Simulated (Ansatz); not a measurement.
CH₅OSn, SMILES [CH3][SnH2][O], a rigid scan of one bond length

With Ansatz's Python interface.

Contents of `ch5osn.xyz`:
```text
8

C    -0.87820    0.63920   -0.15610
Sn    0.77910   -0.56530    0.17480
O     0.81190   -1.98720   -1.21160
H    -0.77860    1.15340   -1.17900
H    -1.84700    0.06370   -0.12470
H    -0.96190    1.49890    0.59960
H     0.69090   -1.28360    1.76940
H     2.27600    0.42380    0.07180
```

At the Python prompt:
```pycon
>>> import ansatz as az
>>> import numpy as np
>>> SETTINGS = {
...     "basis": "def2-SVP",
...     "xc": "b3lyp",
...     "dispersion": "d4",
... }
>>> ch5osn = az.Crystal.molecule_from_extxyz("ch5osn.xyz")
>>> symbols = [site.symbol for site in ch5osn.cartesian_sites]
>>> start = np.array([site.position_ang for site in ch5osn.cartesian_sites])
>>> axis = (start[0] - start[1]) / np.linalg.norm(start[0] - start[1])
>>> moving = [0, 3, 4, 5]
>>> lengths, energies = [1.76, 1.91, 2.08, 2.28, 2.59, 3.11, 3.74, 4.57], []
>>> for length in lengths:
...     xyz = start.copy()
...     xyz[moving] += (length - np.linalg.norm(start[0] - start[1])) * axis
...     point = az.Crystal.molecule()
...     for symbol, place in zip(symbols, xyz):
...         point = point.atom(symbol, place.tolist())
...     calculation = point.calculation()
...     calculation = calculation.basis(gaussian=SETTINGS["basis"])
...     calculation = calculation.functional(SETTINGS["xc"], dispersion=SETTINGS["dispersion"]).spin("collinear", total=1)
...     summary = calculation.run(threads=1).report
...     energies.append(summary["free_energy_ev"])
...     print(f"r = {length:6.3f} A  E = {energies[-1]:.5f} eV  <S^2> = {abs(summary['mean_field']['state']['spin_squared']):.3f}")
...
r =  1.760 A  E = -8992.05416 eV  <S^2> = 0.754
r =  1.910 A  E = -8993.39031 eV  <S^2> = 0.754
r =  2.080 A  E = -8993.92852 eV  <S^2> = 0.754
r =  2.280 A  E = -8993.88804 eV  <S^2> = 0.755
r =  2.590 A  E = -8993.27512 eV  <S^2> = 0.759
r =  3.110 A  E = -8992.09271 eV  <S^2> = 0.890
r =  3.740 A  E = -8991.44451 eV  <S^2> = 1.135
r =  4.570 A  E = -8991.23117 eV  <S^2> = 1.193
>>> print("energy above the lowest point (eV):", [round(e - min(energies), 3) for e in energies])
energy above the lowest point (eV): [1.874, 0.538, 0.0, 0.04, 0.653, 1.836, 2.484, 2.697]
```

Reading the output:
- Total energies depend on the basis set; only differences at equal settings carry meaning.
- The rest of the molecule is held rigid at a force-field or estimated start geometry, and the basis set is modest; single-reference methods fail as a bond breaks.
- def2 sets replace the cores of elements past krypton by effective core potentials.
- The run takes the species as open-shell (spin multiplicity 2), which needn't be its ground state.
- The expectation value of S² is noticeably off S(S+1) in at least one run, so that state is spin-contaminated.
- b3lyp holds the VWN-RPA fit, as in Gaussian; the form of ORCA and Turbomole is b3lyp5.
- Spin-orbit coupling of the heavy open-shell atom is left out.
- Hardware and time: 120 s on 1 thread of Arm Neoverse V1 (shared host), peak memory 0.29 GiB.
